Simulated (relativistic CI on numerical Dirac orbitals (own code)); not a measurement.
# Ge³⁺: one ion under different settings

How much do the settings matter for Ge³⁺? One ion, several inputs.

Method: Dirac-Coulomb-Breit CI, KLI orbitals optimised for each configuration, model QED (radiative potential, 1s self-energy scaled to tabulated hydrogen-like ionisation energies), numerical settings as typed. Code: relativistic CI on numerical Dirac orbitals (own code) version 3.

## (1) The atom as given

| Quantity | Value |
| --- | --- |
| ion | Ge³⁺ (Ge IV) |
| nuclear charge | 32 |
| electrons | 29 |
| isotope | A = 74 |

## (2) Usual settings

Settings, as recorded:

```ini
atom Ge  Z=32  charge=3  electrons=29
nucleus A=74  rms_radius_fm=4.0742
hamiltonian dirac-coulomb  breit=on  qed=on  c_scale=1
orbitals kli  potential=per-configuration
slater_scale 1
correlation none
mixing on
grid step=0.0125 r_max=37.3
scf mixing=0.4 start=green max_iterations=150 tolerance=2e-08 node_fill=0.05
configurations
  [Ar] 3d10 4s
  [Ar] 3d10 4p
  [Ar] 3d10 4d
end
```

Started as:

```bash
$ python run_levels.py task.json out
```

task.json lists these runs, among others, and the program works through them in turn.

From the run's result record (rounded, not every field):

```text
{
  "status": "converged",
  "levels [i, E_cm, J2, conf, term, w_term, w_jj]": [
    [0, 0, 1, "4s", "2S", 1, 1],
    [1, 78948.881, 1, "4p", "2P*", 1, 1],
    [2, 81534.599, 3, "4p", "2P*", 1, 1],
    [3, 183830.09, 3, "4d", "2D", 1, 1],
    [4, 184079.41, 5, "4d", "2D", 1, 1]
  ],
  "total_energy [Ha]": -2093.8771904,
  "n_levels_all": 5,
  "overlap": 2.69029e-12,
  "scf_iterations": [12, 12, 12],
  "orbital_energies [Ha]": {"1s": -403.678, "2s": -51.737, "2p1/2": -46.1581, "2p3/2": -44.9895, "3s": -7.69222, "3p1/2": -5.8461, "3p3/2": -5.69049, "3d3/2": -2.55478, "3d5/2": -2.53319, "4s": -1.63976},
  "configurations [conf, odd, states, E_av_Ha, breit_Ha, qed_Ha]": [
    ["4s", 0, 2, -2095.463988, 0.9486, 0.6382],
    ["4p", 1, 6, -2095.095844, 0.9486, 0.6377],
    ["4d", 0, 10, -2094.624635, 0.9481, 0.6376]
  ],
  "scf_steps of the first configuration [iteration, E_Ha, residual, outer_eigenvalue_Ha]": [
    [1, -2076.036583, 2.55, -2.945],
    [2, -2093.605587, 0.849, -2.117],
    [3, -2095.24631, 0.155, -1.728],
    [4, -2095.388562, 0.192, -1.729],
    [5, -2095.463839, 0.0234, -1.647],
    [6, -2095.46354, 0.0042, -1.64],
    [7, -2095.463851, 0.00181, -1.639],
    [8, -2095.463988, 2.13e-05, -1.64],
    [9, -2095.463991, 5.13e-05, -1.64],
    [10, -2095.463989, 4.89e-06, -1.64],
    [11, -2095.463989, 4.4e-07, -1.64],
    [12, -2095.463988, 8.42e-10, -1.64]
  ]
}
```

Run time: 0.11 s. Hardware: 1 thread, shared host.

## (3) Node fill 0.2

Changes to the settings of step 2:

```diff
@@ -8,3 +8,3 @@
 grid step=0.0125 r_max=37.3
-scf mixing=0.4 start=green max_iterations=150 tolerance=2e-08 node_fill=0.05
+scf mixing=0.4 start=green max_iterations=150 tolerance=2e-08 node_fill=0.2
 configurations
```

Main fields:

```text
{
  "status": "converged",
  "levels [i, E_cm, J2, conf, term, w_term]": [
    [0, 0, 1, "4s", "2S", 1],
    [1, 78907.911, 1, "4p", "2P*", 1],
    [2, 81535.262, 3, "4p", "2P*", 1],
    [3, 183759.31, 3, "4d", "2D", 1],
    [4, 184011.72, 5, "4d", "2D", 1]
  ],
  "total_energy [Ha]": -2093.8726803,
  "n_levels_all": 5,
  "overlap": 2.56319e-12,
  "scf_iterations": [12, 12, 12],
  "orbital_energies [Ha]": {"1s": -403.158, "2s": -51.5549, "2p1/2": -45.9502, "2p3/2": -44.7857, "3s": -7.64641, "3p1/2": -5.79771, "3p3/2": -5.64294, "3d3/2": -2.51002, "3d5/2": -2.48877, "4s": -1.62598},
  "configurations [conf, odd, states, E_av_Ha, breit_Ha, qed_Ha]": [
    ["4s", 0, 2, -2095.45714, 0.9465, 0.6379],
    ["4p", 1, 6, -2095.089068, 0.9465, 0.6374],
    ["4d", 0, 10, -2094.618131, 0.946, 0.6374]
  ],
  "scf_steps of the first configuration [iteration, E_Ha, residual, outer_eigenvalue_Ha]": [
    [1, -2076.036583, 2.59, -2.945],
    [2, -2093.732028, 0.857, -2.109],
    [3, -2095.183008, 0.161, -1.717],
    [4, -2095.416832, 0.196, -1.717],
    [5, -2095.461442, 0.0264, -1.634],
    [6, -2095.455726, 0.00411, -1.627],
    [7, -2095.45661, 0.00206, -1.626],
    [8, -2095.457139, 2.29e-05, -1.626],
    [9, -2095.457151, 5.8e-05, -1.626],
    [10, -2095.457141, 5.63e-06, -1.626],
    [11, -2095.45714, 3.62e-07, -1.626],
    [12, -2095.45714, 1.29e-09, -1.626]
  ]
}
```

Wall time 0.11 s (1 thread, shared host).

## (4) Nuclear radius 4.4816

Settings, as recorded:

```ini
atom Ge  Z=32  charge=3  electrons=29
nucleus A=74  rms_radius_fm=4.4816
hamiltonian dirac-coulomb  breit=on  qed=on  c_scale=1
orbitals kli  potential=per-configuration
slater_scale 1
correlation none
mixing on
grid step=0.0125 r_max=37.3
scf mixing=0.4 start=green max_iterations=150 tolerance=2e-08 node_fill=0.05
configurations
  [Ar] 3d10 4s
  [Ar] 3d10 4p
  [Ar] 3d10 4d
end
```

Main fields:

```text
{
  "status": "converged",
  "levels [i, E_cm, J2, conf, term, w_term]": [
    [0, 0, 1, "4s", "2S", 1],
    [1, 78948.499, 1, "4p", "2P*", 1],
    [2, 81534.215, 3, "4p", "2P*", 1],
    [3, 183829.72, 3, "4d", "2D", 1],
    [4, 184079.04, 5, "4d", "2D", 1]
  ],
  "total_energy [Ha]": -2093.8746487,
  "n_levels_all": 5,
  "overlap": 2.68938e-12,
  "scf_iterations": [12, 12, 12],
  "orbital_energies [Ha]": {"1s": -403.677, "2s": -51.7369, "2p1/2": -46.1581, "2p3/2": -44.9895, "3s": -7.6922, "3p1/2": -5.8461, "3p3/2": -5.69049, "3d3/2": -2.55478, "3d5/2": -2.53319, "4s": -1.63976},
  "configurations [conf, odd, states, E_av_Ha, breit_Ha, qed_Ha]": [
    ["4s", 0, 2, -2095.461426, 0.9486, 0.6381],
    ["4p", 1, 6, -2095.093283, 0.9486, 0.6376],
    ["4d", 0, 10, -2094.622075, 0.9481, 0.6376]
  ],
  "scf_steps of the first configuration [iteration, E_Ha, residual, outer_eigenvalue_Ha]": [
    [1, -2076.034044, 2.55, -2.945],
    [2, -2093.603027, 0.849, -2.117],
    [3, -2095.243749, 0.155, -1.728],
    [4, -2095.386, 0.192, -1.729],
    [5, -2095.461276, 0.0234, -1.647],
    [6, -2095.460977, 0.0042, -1.64],
    [7, -2095.461288, 0.00181, -1.639],
    [8, -2095.461426, 2.13e-05, -1.64],
    [9, -2095.461429, 5.13e-05, -1.64],
    [10, -2095.461427, 4.89e-06, -1.64],
    [11, -2095.461426, 4.4e-07, -1.64],
    [12, -2095.461426, 8.42e-10, -1.64]
  ]
}
```

Wall time 0.12 s (1 thread, shared host).

The changed nuclear radius is not that of the isotope named.

## (5) QED terms off, node fill 0.2, Slater scale 0.5

Settings, as recorded:

```ini
atom Ge  Z=32  charge=3  electrons=29
nucleus A=74  rms_radius_fm=4.0742
hamiltonian dirac-coulomb  breit=on  qed=off  c_scale=1
orbitals kli  potential=per-configuration
slater_scale 0.5
correlation none
mixing on
grid step=0.0125 r_max=37.3
scf mixing=0.4 start=green max_iterations=150 tolerance=2e-08 node_fill=0.2
configurations
  [Ar] 3d10 4s
  [Ar] 3d10 4p
  [Ar] 3d10 4d
end
```

Main fields:

```text
{
  "status": "converged",
  "levels [i, E_cm, J2, conf, term, w_term]": [
    [0, 0, 1, "4s", "2S", 1],
    [1, 79022.175, 1, "4p", "2P*", 1],
    [2, 81643.238, 3, "4p", "2P*", 1],
    [3, 183872.12, 3, "4d", "2D", 1],
    [4, 184123.64, 5, "4d", "2D", 1]
  ],
  "total_energy [Ha]": -2094.5106041,
  "n_levels_all": 5,
  "overlap": 2.56319e-12,
  "scf_iterations": [12, 12, 12],
  "orbital_energies [Ha]": {"1s": -403.158, "2s": -51.5549, "2p1/2": -45.9502, "2p3/2": -44.7857, "3s": -7.64641, "3p1/2": -5.79771, "3p3/2": -5.64294, "3d3/2": -2.51002, "3d5/2": -2.48877, "4s": -1.62598},
  "configurations [conf, odd, states, E_av_Ha, breit_Ha, qed_Ha]": [
    ["4s", 0, 2, -2095.45714, 0.9465, 0],
    ["4p", 1, 6, -2095.089068, 0.9465, 0],
    ["4d", 0, 10, -2094.618131, 0.946, 0]
  ],
  "scf_steps of the first configuration [iteration, E_Ha, residual, outer_eigenvalue_Ha]": [
    [1, -2076.036583, 2.59, -2.945],
    [2, -2093.732028, 0.857, -2.109],
    [3, -2095.183008, 0.161, -1.717],
    [4, -2095.416832, 0.196, -1.717],
    [5, -2095.461442, 0.0264, -1.634],
    [6, -2095.455726, 0.00411, -1.627],
    [7, -2095.45661, 0.00206, -1.626],
    [8, -2095.457139, 2.29e-05, -1.626],
    [9, -2095.457151, 5.8e-05, -1.626],
    [10, -2095.457141, 5.63e-06, -1.626],
    [11, -2095.45714, 3.62e-07, -1.626],
    [12, -2095.45714, 1.29e-09, -1.626]
  ]
}
```

Run time: 0.1 s. Hardware: 1 thread, shared host.

## (6) QED terms off, node fill 0

Settings, as recorded:

```ini
atom Ge  Z=32  charge=3  electrons=29
nucleus A=74  rms_radius_fm=4.0742
hamiltonian dirac-coulomb  breit=on  qed=off  c_scale=1
orbitals kli  potential=per-configuration
slater_scale 1
correlation none
mixing on
grid step=0.0125 r_max=37.3
scf mixing=0.4 start=green max_iterations=150 tolerance=2e-08 node_fill=0
configurations
  [Ar] 3d10 4s
  [Ar] 3d10 4p
  [Ar] 3d10 4d
end
```

Main fields:

```text
{
  "status": "converged",
  "levels [i, E_cm, J2, conf, term, w_term]": [
    [0, 0, 1, "4s", "2S", 1],
    [1, 79083.005, 1, "4p", "2P*", 1],
    [2, 81645.4, 3, "4p", "2P*", 1],
    [3, 183974.41, 3, "4d", "2D", 1],
    [4, 184221.14, 5, "4d", "2D", 1]
  ],
  "total_energy [Ha]": -2094.5148323,
  "n_levels_all": 5,
  "overlap": 2.72962e-12,
  "scf_iterations": [12, 12, 12],
  "orbital_energies [Ha]": {"1s": -403.884, "2s": -51.8094, "2p1/2": -46.2402, "2p3/2": -45.07, "3s": -7.70906, "3p1/2": -5.86403, "3p3/2": -5.7081, "3d3/2": -2.57165, "3d5/2": -2.54993, "4s": -1.64482},
  "configurations [conf, odd, states, E_av_Ha, breit_Ha, qed_Ha]": [
    ["4s", 0, 2, -2095.464283, 0.9495, 0],
    ["4p", 1, 6, -2095.096108, 0.9494, 0],
    ["4d", 0, 10, -2094.624793, 0.9489, 0]
  ],
  "scf_steps of the first configuration [iteration, E_Ha, residual, outer_eigenvalue_Ha]": [
    [1, -2076.036583, 2.54, -2.945],
    [2, -2093.556443, 0.846, -2.121],
    [3, -2095.2674, 0.153, -1.732],
    [4, -2095.375579, 0.19, -1.733],
    [5, -2095.462685, 0.0222, -1.652],
    [6, -2095.464209, 0.00423, -1.645],
    [7, -2095.464272, 0.0017, -1.645],
    [8, -2095.464283, 1.81e-05, -1.645],
    [9, -2095.464283, 4.85e-05, -1.645],
    [10, -2095.464283, 4.61e-06, -1.645],
    [11, -2095.464283, 4.59e-07, -1.645],
    [12, -2095.464283, 7.78e-10, -1.645]
  ]
}
```

It took 0.091 s on 1 thread, shared host.

## (7) Potential mixing 2.5

Settings, as recorded:

```ini
atom Ge  Z=32  charge=3  electrons=29
nucleus A=74  rms_radius_fm=4.0742
hamiltonian dirac-coulomb  breit=on  qed=on  c_scale=1
orbitals kli  potential=per-configuration
slater_scale 1
correlation none
mixing on
grid step=0.0125 r_max=37.3
scf mixing=2.5 start=green max_iterations=94 tolerance=2e-08 node_fill=0.05
configurations
  [Ar] 3d10 4s
  [Ar] 3d10 4p
  [Ar] 3d10 4d
end
```

Main fields:

```text
{
  "status": "converged",
  "levels [i, E_cm, J2, conf, term, w_term]": [
    [0, 0, 1, "4s", "2S", 1],
    [1, 78948.881, 1, "4p", "2P*", 1],
    [2, 81534.599, 3, "4p", "2P*", 1],
    [3, 183830.09, 3, "4d", "2D", 1],
    [4, 184079.41, 5, "4d", "2D", 1]
  ],
  "total_energy [Ha]": -2093.8771904,
  "n_levels_all": 5,
  "overlap": 2.69029e-12,
  "scf_iterations": [16, 16, 19],
  "orbital_energies [Ha]": {"1s": -403.678, "2s": -51.737, "2p1/2": -46.1581, "2p3/2": -44.9895, "3s": -7.69222, "3p1/2": -5.8461, "3p3/2": -5.69049, "3d3/2": -2.55478, "3d5/2": -2.53319, "4s": -1.63976},
  "configurations [conf, odd, states, E_av_Ha, breit_Ha, qed_Ha]": [
    ["4s", 0, 2, -2095.463988, 0.9486, 0.6382],
    ["4p", 1, 6, -2095.095844, 0.9486, 0.6377],
    ["4d", 0, 10, -2094.624635, 0.9481, 0.6376]
  ],
  "scf_steps of the first configuration [iteration, E_Ha, residual, outer_eigenvalue_Ha]": [
    [1, -2076.036583, 2.55, -2.945],
    [2, -1860.637384, 16.8, -0.5737],
    [3, -2083.725844, 1.7, -3.201],
    [4, -2095.131104, 0.559, -2.299],
    [5, -2095.404706, 0.304, -2.172],
    [6, -2095.421188, 0.129, -1.93],
    [7, -2095.442641, 0.0656, -1.793],
    [8, -2095.463614, 0.021, -1.627],
    [9, -2095.463456, 0.00379, -1.649],
    [10, -2095.464281, 0.00341, -1.632],
    [11, -2095.463989, 3.83e-05, -1.64],
    [12, -2095.463988, 9.19e-06, -1.64],
    [13, -2095.463988, 1.78e-06, -1.64],
    [14, -2095.463988, 3.27e-08, -1.64],
    [15, -2095.463989, 3.56e-08, -1.64],
    [16, -2095.463988, 1.13e-09, -1.64]
  ]
}
```

Run time: 0.15 s. Hardware: 1 thread, shared host.

The value lies outside the usual range, yet the result is unchanged in this case.

## (8) The runs side by side

| setting | total energy less usual (Ha) | largest shift of a level among the lowest eight of both runs, same label and place (cm⁻¹) | SCF iterations | time | lowest level | kind of change |
| --- | --- | --- | --- | --- | --- | --- |
| usual | 0 | 0 | 36 | 0.11 s | 4s 2S1/2 | - |
| node fill 0.2 | 0.00451 | 70.8 | 36 | 0.11 s | 4s 2S1/2 | numerical |
| nuclear radius 4.4816 | 0.00254 | 0.384 | 36 | 0.12 s | 4s 2S1/2 | unphysical constant |
| QED terms off, node fill 0.2, Slater scale 0.5 | -0.633 | 109 | 36 | 0.1 s | 4s 2S1/2 | model term |
| QED terms off, node fill 0 | -0.638 | 144 | 36 | 0.091 s | 4s 2S1/2 | model term |
| potential mixing 2.5 | 0 | 0 | 51 | 0.15 s | 4s 2S1/2 | extreme, harmless here |

## (9) Summary of results

| quantity | value |
| --- | --- |
| lowest level, usual settings | 4s 2S1/2 |
| total energy | -2093.8772 Ha |
| first excitation | 78949 cm⁻¹ |

Among the runs whose levels can be followed, they move most under «QED terms off, node fill 0» (model term), by up to 144 cm⁻¹. No visible change in the result comes from «potential mixing 2.5». Only the listed configurations are in the model. Near neutrality, missing correlation can shift configurations against each other by thousands of cm⁻¹.
